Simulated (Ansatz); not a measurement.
**C₂H₆BGaS: small, medium and large basis sets**

Aim: see how fast density functionals converge with the basis set for C₂H₆BGaS.

Program: Ansatz 0.2.0, Gaussian basis. Level of theory: one geometry, several basis sets. These are calculated values, not measurements.

The runs, in order: PBE0-D4/def2-SVP; ωB97M-V/def2-SVP; PBE0-D4/def2-QZVPP; ωB97M-V/def2-QZVPP; the functionals' def2-TZVPP values are taken from earlier runs.

## (1) The relaxed structure

The geometry comes from an earlier relaxation with PBE0-D4 in a triple-zeta def2 set; it is a stationary point, not always the lowest conformer.

SMILES `[CH3][GaH][B]1CS1`, 11 atoms, charge 0, spin multiplicity 1.

Atoms are counted from 1 here; the program's logs count them from 0.

Bond lengths: C1–Ga2 1.970 Å, C1–H6 1.090 Å, C1–H7 1.093 Å, C1–H8 1.094 Å, Ga2–B3 2.055 Å, Ga2–H9 1.577 Å, B3–C4 1.546 Å, B3–S5 1.758 Å, C4–S5 1.836 Å, C4–H10 1.086 Å, C4–H11 1.086 Å. Angles: Ga2–C1–H6 113.1°, Ga2–C1–H7 110.0°, Ga2–C1–H8 109.2°, H6–C1–H7 109.0°, H6–C1–H8 108.5°, H7–C1–H8 106.8°, C1–Ga2–B3 122.6°, C1–Ga2–H9 117.7°, B3–Ga2–H9 119.7°, Ga2–B3–C4 151.2°, Ga2–B3–S5 141.6°, C4–B3–S5 67.2°, B3–C4–S5 61.9°, B3–C4–H10 120.5°, B3–C4–H11 120.5°, S5–C4–H10 114.8°, S5–C4–H11 114.8°, H10–C4–H11 113.7° and more.

## (2) PBE0-D4 in def2-SVP

in.yaml

```yaml
crystal:
  periodic: [false, false, false]
  atoms:
    - {symbol: C, position_ang: [-2.159753, -0.126632, 0.845861]}
    - {symbol: Ga, position_ang: [-0.239997, 0.241828, 1.092844]}
    - {symbol: B, position_ang: [1.078214, 0.349069, -0.479887]}
    - {symbol: C, position_ang: [2.083886, -0.309290, -1.451967]}
    - {symbol: S, position_ang: [1.747935, 1.485657, -1.641520]}
    - {symbol: H, position_ang: [-2.458804, -0.150181, -0.201916]}
    - {symbol: H, position_ang: [-2.755679, 0.625572, 1.368995]}
    - {symbol: H, position_ang: [-2.401512, -1.093350, 1.298200]}
    - {symbol: H, position_ang: [0.281895, 0.456570, 2.565249]}
    - {symbol: H, position_ang: [3.090416, -0.551491, -1.122339]}
    - {symbol: H, position_ang: [1.733389, -0.927751, -2.273532]}
basis:
  gaussian: {orbitals: def2-SVP}
hamiltonian: {xc: pbe0, dispersion: d4}
output: {orbitals: {seedname: orbitals}}
```

Command:

```
> ansatz run in.yaml --threads 4 --pin off --events-out ev --progress --plain --max-ram 10444MiB
```

Further steps of the session: ωB97M-V in def2-SVP; PBE0-D4 in def2-QZVPP; ωB97M-V in def2-QZVPP.

Q: Predict the results of all the runs planned. Wanted: PBE0-D4: double and triple zeta above quadruple; ωB97M-V: double and triple zeta above quadruple.

The runs gave:

```
                                       quantity           value
PBE0-D4: double and triple zeta above quadruple  15.22, 1.66 eV
ωB97M-V: double and triple zeta above quadruple  15.28, 1.61 eV
```

**Reading.** PBE0-D4 gains 13.56 eV from double to triple zeta, then 1.66 eV more. Total energies overstate the basis error of differences, where much of it tends to cancel.
